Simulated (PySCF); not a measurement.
# C₃H₉Bi: NMR shieldings

What do calculations give for the NMR shieldings of C₃H₉Bi (`[CH3][Bi]([CH3])[CH3]`)?

Computed with PySCF 2.14.0 and routines of our own; the level stands in each step. Atoms count from 0.

3 further runs of the same task are left out: 3 for a basis unfit for spin-orbit shieldings.

### Step 1. The starting structure

13 atoms, charge 0, multiplicity 1; geometry from: GFN2-xTB.

### Step 2. NMR shieldings: PBE0/x2c-SVPall-2c Bi:us-x2c-SVPall-2c, spin-free

What the job is given:

```
{"job": {"xc": "PBE0", "basis": {"default": "x2c-SVPall-2c", "Bi": "us-x2c-SVPall-2c"}, "rel": "sf", "kind": "hnmr"}, "charge": 0, "multiplicity": 1}
Bi     0.011590     0.007420     1.313090
C      1.882080    -0.001830     0.030580
H      2.528280     0.822020     0.303050
H      1.599180     0.098870    -1.006710
H      2.418080    -0.932760     0.161740
C     -0.939830     1.630190     0.046910
H     -0.800850     1.386140    -0.996130
H     -0.476770     2.586200     0.253500
H     -1.999210     1.694290     0.258920
C     -0.941070    -1.627290     0.062560
H     -2.014010    -1.617480     0.199320
H     -0.553850    -2.595630     0.351510
H     -0.713620    -1.450130    -0.978350
```

Level: PBE0/x2c-SVPall-2c Bi:us-x2c-SVPall-2c GIAO NMR shielding, spin-free X2C, Gaussian nuclei, gas phase.

Run with:

```
> OMP_NUM_THREADS=1 python heavy_run.py task.json out
```

The driver reads the jobs from task.json and runs them one after another.

What it wrote:

```text
spin-free SCF
coarse grid: 46544 points
cycle   1  E = -21653.4349243632  dE = -9.582e-01  |g| = 6.262e-01  |ddm| = 3.839e+02
cycle   2  E = -21653.3752328680  dE =  5.969e-02  |g| = 6.570e-01  |ddm| = 1.174e+00
cycle   3  E = -21653.4908479565  dE = -1.156e-01  |g| = 1.675e-01  |ddm| = 8.410e-01
cycle   4  E = -21653.4966898559  dE = -5.842e-03  |g| = 3.970e-02  |ddm| = 1.992e-01
cycle   5  E = -21653.4969239842  dE = -2.341e-04  |g| = 1.411e-03  |ddm| = 3.796e-02
cycle   6  E = -21653.4969243110  dE = -3.268e-07  |g| = 1.074e-03  |ddm| = 4.200e-03
final grid: 97168 points
cycle   7  E = -21653.5638387197  dE = -1.701e-05  |g| = 3.128e-03  |ddm| = 3.150e-03
cycle   8  E = -21653.5638387091  dE =  1.062e-08  |g| = 1.045e-03  |ddm| = 2.009e-03
cycle   9  E = -21653.5638387590  dE = -4.998e-08  |g| = 7.271e-04  |ddm| = 1.648e-03
cycle  10  E = -21653.5638388384  dE = -7.934e-08  |g| = 1.544e-04  |ddm| = 7.506e-04
cycle  11  E = -21653.5638388436  dE = -5.173e-09  |g| = 1.238e-05  |ddm| = 1.699e-04
converged SCF energy = -21653.5638388436
check of the scalar solution
cycle   1  E = -21653.5638388436  dE = -2.165e+04  |FDS-SDF| = 2.357e+01
cycle   2  E = -21653.5838193339  dE = -1.998e-02  |FDS-SDF| = 1.737e-02
cycle   3  E = -21653.5838194641  dE = -1.302e-07  |FDS-SDF| = 1.100e-03
cycle   4  E = -21653.5838194693  dE = -5.220e-09  |FDS-SDF| = 3.062e-04
cycle   5  E = -21653.5838194733  dE = -3.973e-09  |FDS-SDF| = 1.018e-04
cycle   6  E = -21653.5838194751  dE = -1.764e-09  |FDS-SDF| = 1.912e-05
converged, E = -21653.5838194751

Field gradients (au) and densities at the nuclei (bohr^-3)
atom        Vxx        Vyy        Vzz        centre      nuclear mean
  0 Bi     3.2598     3.3007    -6.5605    2641650.649    2536758.159
  1 C     -0.0179    -0.0324     0.0502        113.973        113.973
  2 H     -0.1683    -0.1739     0.3422          0.370          0.370
  3 H     -0.1691    -0.1768     0.3458          0.370          0.370
  4 H     -0.1681    -0.1736     0.3417          0.369          0.369
  5 C     -0.0175    -0.0317     0.0492        113.972        113.972
  6 H     -0.1687    -0.1765     0.3452          0.370          0.370
  7 H     -0.1681    -0.1737     0.3418          0.369          0.369
  8 H     -0.1680    -0.1735     0.3415          0.369          0.369
  9 C     -0.0177    -0.0315     0.0492        113.972        113.972
 10 H     -0.1686    -0.1742     0.3428          0.369          0.369
 11 H     -0.1680    -0.1737     0.3417          0.369          0.369
 12 H     -0.1688    -0.1766     0.3454          0.370          0.370
without picture change
  0 Bi                          -8.2192                   7291526.657

Core orbital energies (eV)
atom   shell        mean    spread
  0 Bi 1s       -90464.422   0.000
  0 Bi 2s       -16288.588   0.000
  0 Bi 3s        -3949.335   0.000
  0 Bi 4s         -915.231   0.000
  0 Bi 5s         -162.248   0.000
  0 Bi 6s          -17.012   0.000
  0 Bi 2p       -14010.734   0.024
  0 Bi 3p        -3292.276   0.019
  0 Bi 4p         -697.674   0.049
  0 Bi 5p         -100.234   0.113
  0 Bi 3d        -2596.361   0.022
  0 Bi 4d         -438.498   0.053
  0 Bi 5d          -28.424   0.209
  0 Bi 4f         -156.264   0.058

Shielding tensors (ppm)
atom      isotropic    diamagn.    paramagn.     s11        s22        s33       span
  0 Bi     5713.15    10480.75    -4767.60    5587.54    5773.97    5777.95     190.41
  1 C       188.64      246.91      -58.27     177.57     182.06     206.28      28.71
  2 H        31.43       30.38        1.05      25.32      27.50      41.45      16.13
  3 H        31.64       31.88       -0.25      25.57      29.03      40.30      14.73
  4 H        31.43       30.50        0.94      25.36      27.65      41.29      15.94
  5 C       188.91      246.98      -58.07     178.63     181.97     206.12      27.49
  6 H        31.59       31.90       -0.31      25.52      28.99      40.27      14.75
  7 H        31.42       30.43        0.98      25.36      27.56      41.34      15.98
  8 H        31.47       30.47        1.00      25.37      27.59      41.46      16.09
  9 C       189.42      246.98      -57.56     180.42     181.53     206.30      25.88
 10 H        31.50       30.56        0.94      25.35      27.73      41.40      16.04
 11 H        31.46       30.40        1.06      25.35      27.52      41.50      16.15
 12 H        31.58       31.91       -0.33      25.45      29.02      40.27      14.82
```

Run time: 66 s. Hardware: 1 thread of Arm Neoverse V1, shared host; peak memory 1.1 GiB.

### Step 3. NMR shieldings: PBE0/x2c-SVPall-2c Bi:us-x2c-SVPall-2c in water, spin-free

The job, as its differences from that of step 2:

```diff
@@ -1,2 +1,2 @@
-{"job": {"xc": "PBE0", "basis": {"default": "x2c-SVPall-2c", "Bi": "us-x2c-SVPall-2c"}, "rel": "sf", "kind": "hnmr"}, "charge": 0, "multiplicity": 1}
+{"job": {"xc": "PBE0", "basis": {"default": "x2c-SVPall-2c", "Bi": "us-x2c-SVPall-2c"}, "rel": "sf", "solvent": "water", "kind": "hnmr"}, "charge": 0, "multiplicity": 1}
 Bi     0.011590     0.007420     1.313090
```

Level: PBE0/x2c-SVPall-2c Bi:us-x2c-SVPall-2c GIAO NMR shielding, spin-free X2C, Gaussian nuclei, IEF-PCM water.

What it wrote:

```text
spin-free SCF
coarse grid: 46544 points
cycle   1  E = -21653.4390164506  dE = -9.617e-01  |g| = 6.202e-01  |ddm| = 3.839e+02
cycle   2  E = -21653.3977592668  dE =  4.126e-02  |g| = 5.998e-01  |ddm| = 1.092e+00
cycle   3  E = -21653.4940418767  dE = -9.628e-02  |g| = 1.426e-01  |ddm| = 7.295e-01
cycle   4  E = -21653.4983943529  dE = -4.352e-03  |g| = 2.965e-02  |ddm| = 1.575e-01
cycle   5  E = -21653.4984968918  dE = -1.025e-04  |g| = 7.642e-04  |ddm| = 2.868e-02
cycle   6  E = -21653.4984971037  dE = -2.118e-07  |g| = 1.862e-04  |ddm| = 2.862e-03
final grid: 97168 points
cycle   7  E = -21653.5654120647  dE = -1.700e-05  |g| = 2.910e-03  |ddm| = 2.181e-03
cycle   8  E = -21653.5654120646  dE =  9.823e-11  |g| = 1.686e-04  |ddm| = 3.270e-04
cycle   9  E = -21653.5654120608  dE =  3.754e-09  |g| = 1.824e-04  |ddm| = 3.076e-04
cycle  10  E = -21653.5654120690  dE = -8.229e-09  |g| = 3.016e-05  |ddm| = 1.997e-04
converged SCF energy = -21653.5654120690
check of the scalar solution
cycle   1  E = -21653.5654120689  dE = -2.165e+04  |FDS-SDF| = 2.357e+01
cycle   2  E = -21653.5853918546  dE = -1.998e-02  |FDS-SDF| = 1.736e-02
cycle   3  E = -21653.5853919844  dE = -1.298e-07  |FDS-SDF| = 1.089e-03
cycle   4  E = -21653.5853919902  dE = -5.828e-09  |FDS-SDF| = 2.878e-04
cycle   5  E = -21653.5853919934  dE = -3.187e-09  |FDS-SDF| = 8.782e-05
converged, E = -21653.5853919934

Field gradients (au) and densities at the nuclei (bohr^-3)
atom        Vxx        Vyy        Vzz        centre      nuclear mean
  0 Bi     3.2832     3.3232    -6.6064    2641650.925    2536758.423
  1 C     -0.0185    -0.0312     0.0497        113.972        113.972
  2 H     -0.1682    -0.1738     0.3421          0.369          0.369
  3 H     -0.1691    -0.1770     0.3461          0.370          0.370
  4 H     -0.1680    -0.1737     0.3417          0.369          0.369
  5 C     -0.0184    -0.0303     0.0487        113.971        113.971
  6 H     -0.1688    -0.1768     0.3455          0.370          0.370
  7 H     -0.1680    -0.1737     0.3417          0.369          0.369
  8 H     -0.1679    -0.1735     0.3414          0.369          0.369
  9 C     -0.0186    -0.0299     0.0485        113.970        113.970
 10 H     -0.1685    -0.1742     0.3427          0.369          0.369
 11 H     -0.1679    -0.1737     0.3416          0.369          0.369
 12 H     -0.1689    -0.1769     0.3458          0.370          0.370
without picture change
  0 Bi                          -8.2868                   7291527.466

Core orbital energies (eV)
atom   shell        mean    spread
  0 Bi 1s       -90464.314   0.000
  0 Bi 2s       -16288.479   0.000
  0 Bi 3s        -3949.226   0.000
  0 Bi 4s         -915.122   0.000
  0 Bi 5s         -162.138   0.000
  0 Bi 6s          -16.892   0.000
  0 Bi 2p       -14010.625   0.023
  0 Bi 3p        -3292.167   0.020
  0 Bi 4p         -697.564   0.050
  0 Bi 5p         -100.124   0.111
  0 Bi 3d        -2596.251   0.022
  0 Bi 4d         -438.389   0.053
  0 Bi 5d          -28.312   0.206
  0 Bi 4f         -156.154   0.058

Shielding tensors (ppm)
atom      isotropic    diamagn.    paramagn.     s11        s22        s33       span
  0 Bi     5700.08    10480.69    -4780.61    5580.45    5757.92    5761.87     181.42
  1 C       189.67      247.35      -57.68     178.71     182.97     207.34      28.64
  2 H        31.41       30.41        1.00      25.27      27.51      41.46      16.19
  3 H        31.65       31.98       -0.33      25.55      29.09      40.31      14.76
  4 H        31.42       30.54        0.89      25.31      27.67      41.30      15.99
  5 C       189.94      247.42      -57.48     179.72     182.90     207.19      27.47
  6 H        31.61       32.01       -0.40      25.50      29.05      40.28      14.78
  7 H        31.41       30.47        0.94      25.31      27.57      41.35      16.04
  8 H        31.46       30.51        0.95      25.32      27.59      41.47      16.15
  9 C       190.44      247.42      -56.99     181.50     182.46     207.36      25.85
 10 H        31.48       30.60        0.89      25.30      27.74      41.40      16.10
 11 H        31.44       30.43        1.01      25.30      27.52      41.50      16.20
 12 H        31.60       32.02       -0.42      25.44      29.09      40.28      14.84
```

Wall time 64 s (1 thread of Arm Neoverse V1, shared host); peak memory 1.1 GiB.

### Step 4. NMR shieldings: PBE0/x2c-SVPall-2c Bi:us-x2c-SVPall-2c in dichloromethane, spin-free

The job, as its differences from that of step 3:

```diff
@@ -1,2 +1,2 @@
-{"job": {"xc": "PBE0", "basis": {"default": "x2c-SVPall-2c", "Bi": "us-x2c-SVPall-2c"}, "rel": "sf", "solvent": "water", "kind": "hnmr"}, "charge": 0, "multiplicity": 1}
+{"job": {"xc": "PBE0", "basis": {"default": "x2c-SVPall-2c", "Bi": "us-x2c-SVPall-2c"}, "rel": "sf", "solvent": "dichloromethane", "kind": "hnmr"}, "charge": 0, "multiplicity": 1}
 Bi     0.011590     0.007420     1.313090
```

With the program's defaults for keys left out, this is: PBE0/x2c-SVPall-2c Bi:us-x2c-SVPall-2c GIAO NMR shielding, spin-free X2C, Gaussian nuclei, IEF-PCM dichloromethane.

What it wrote:

```text
spin-free SCF
coarse grid: 46544 points
cycle   1  E = -21653.4383840938  dE = -9.611e-01  |g| = 6.210e-01  |ddm| = 3.839e+02
cycle   2  E = -21653.3949112642  dE =  4.347e-02  |g| = 6.070e-01  |ddm| = 1.103e+00
cycle   3  E = -21653.4936283186  dE = -9.872e-02  |g| = 1.453e-01  |ddm| = 7.423e-01
cycle   4  E = -21653.4981221384  dE = -4.494e-03  |g| = 3.068e-02  |ddm| = 1.610e-01
cycle   5  E = -21653.4982355467  dE = -1.134e-04  |g| = 7.809e-04  |ddm| = 2.940e-02
cycle   6  E = -21653.4982357568  dE = -2.101e-07  |g| = 2.694e-04  |ddm| = 2.843e-03
final grid: 97168 points
cycle   7  E = -21653.5651506130  dE = -1.700e-05  |g| = 2.923e-03  |ddm| = 2.219e-03
cycle   8  E = -21653.5651506116  dE =  1.386e-09  |g| = 2.734e-04  |ddm| = 4.719e-04
cycle   9  E = -21653.5651506053  dE =  6.301e-09  |g| = 2.794e-04  |ddm| = 4.771e-04
cycle  10  E = -21653.5651506215  dE = -1.619e-08  |g| = 4.921e-05  |ddm| = 2.925e-04
cycle  11  E = -21653.5651506220  dE = -4.766e-10  |g| = 6.562e-06  |ddm| = 5.066e-05
converged SCF energy = -21653.5651506220
check of the scalar solution
cycle   1  E = -21653.5651506218  dE = -2.165e+04  |FDS-SDF| = 2.357e+01
cycle   2  E = -21653.5851305263  dE = -1.998e-02  |FDS-SDF| = 1.737e-02
cycle   3  E = -21653.5851306563  dE = -1.301e-07  |FDS-SDF| = 1.097e-03
cycle   4  E = -21653.5851306623  dE = -5.926e-09  |FDS-SDF| = 2.978e-04
cycle   5  E = -21653.5851306656  dE = -3.336e-09  |FDS-SDF| = 9.253e-05
cycle   6  E = -21653.5851306667  dE = -1.124e-09  |FDS-SDF| = 1.407e-05
converged, E = -21653.5851306667

Field gradients (au) and densities at the nuclei (bohr^-3)
atom        Vxx        Vyy        Vzz        centre      nuclear mean
  0 Bi     3.2788     3.3191    -6.5979    2641650.862    2536758.363
  1 C     -0.0185    -0.0314     0.0499        113.972        113.972
  2 H     -0.1683    -0.1738     0.3421          0.369          0.369
  3 H     -0.1691    -0.1770     0.3461          0.370          0.370
  4 H     -0.1680    -0.1737     0.3417          0.369          0.369
  5 C     -0.0183    -0.0306     0.0489        113.971        113.971
  6 H     -0.1688    -0.1767     0.3455          0.370          0.370
  7 H     -0.1680    -0.1737     0.3417          0.369          0.369
  8 H     -0.1679    -0.1735     0.3414          0.369          0.369
  9 C     -0.0185    -0.0303     0.0488        113.970        113.970
 10 H     -0.1685    -0.1742     0.3427          0.369          0.369
 11 H     -0.1679    -0.1737     0.3416          0.369          0.369
 12 H     -0.1689    -0.1768     0.3457          0.370          0.370
without picture change
  0 Bi                          -8.2745                   7291527.283

Core orbital energies (eV)
atom   shell        mean    spread
  0 Bi 1s       -90464.324   0.000
  0 Bi 2s       -16288.489   0.000
  0 Bi 3s        -3949.236   0.000
  0 Bi 4s         -915.132   0.000
  0 Bi 5s         -162.148   0.000
  0 Bi 6s          -16.905   0.000
  0 Bi 2p       -14010.635   0.023
  0 Bi 3p        -3292.177   0.020
  0 Bi 4p         -697.574   0.050
  0 Bi 5p         -100.135   0.112
  0 Bi 3d        -2596.261   0.022
  0 Bi 4d         -438.399   0.053
  0 Bi 5d          -28.323   0.206
  0 Bi 4f         -156.165   0.058

Shielding tensors (ppm)
atom      isotropic    diamagn.    paramagn.     s11        s22        s33       span
  0 Bi     5702.51    10480.71    -4778.20    5581.50    5761.02    5765.00     183.50
  1 C       189.49      247.27      -57.78     178.51     182.81     207.16      28.65
  2 H        31.42       30.41        1.01      25.28      27.51      41.46      16.18
  3 H        31.65       31.97       -0.32      25.55      29.08      40.31      14.76
  4 H        31.43       30.53        0.90      25.31      27.67      41.30      15.99
  5 C       189.76      247.34      -57.58     179.54     182.74     207.01      27.47
  6 H        31.61       31.99       -0.38      25.50      29.04      40.28      14.78
  7 H        31.41       30.46        0.95      25.31      27.56      41.35      16.03
  8 H        31.46       30.50        0.96      25.33      27.59      41.47      16.14
  9 C       190.26      247.34      -57.08     181.32     182.29     207.18      25.86
 10 H        31.48       30.59        0.89      25.31      27.74      41.40      16.09
 11 H        31.45       30.42        1.02      25.31      27.52      41.50      16.20
 12 H        31.60       32.00       -0.40      25.44      29.08      40.28      14.84
```

It took 68 s on 1 thread of Arm Neoverse V1, shared host; peak memory 1.1 GiB.

### Step 5. Shieldings side by side

```tsv
run	Bi0	C1	C5	C9	H12	H6	H8	time
step 2, PBE0/x2c-SVPall-2c Bi:us-x2c-SVPall-2c, spin-free	5713.2	188.6	188.9	189.4	31.6	31.6	31.5	66 s
step 3, PBE0/x2c-SVPall-2c Bi:us-x2c-SVPall-2c in water, spin-free	5700.1	189.7	189.9	190.4	31.6	31.6	31.5	64 s
step 4, PBE0/x2c-SVPall-2c Bi:us-x2c-SVPall-2c in dichloromethane, spin-free	5702.5	189.5	189.8	190.3	31.6	31.6	31.5	68 s
```

### Step 6. Outcome

```
                                                                                 quantity                                         value
                   shieldings (step 2, PBE0/x2c-SVPall-2c Bi:us-x2c-SVPall-2c, spin-free)  Bi0 5713.2, C1 188.6, C5 188.9, C9 189.4 ppm
          shieldings (step 3, PBE0/x2c-SVPall-2c Bi:us-x2c-SVPall-2c in water, spin-free)  Bi0 5700.1, C1 189.7, C5 189.9, C9 190.4 ppm
shieldings (step 4, PBE0/x2c-SVPall-2c Bi:us-x2c-SVPall-2c in dichloromethane, spin-free)  Bi0 5702.5, C1 189.5, C5 189.8, C9 190.3 ppm
```

What this shows: In step 2, Bi0 has the widest tensor, 190 ppm. Bi0 moves most between the runs, by 13 ppm; the labels say what changes from run to run. No run holds spin-orbit coupling, which is large for shieldings at and beside heavy atoms. The geometry comes from tight binding, which is rough for metal atoms, and these values hang on it.
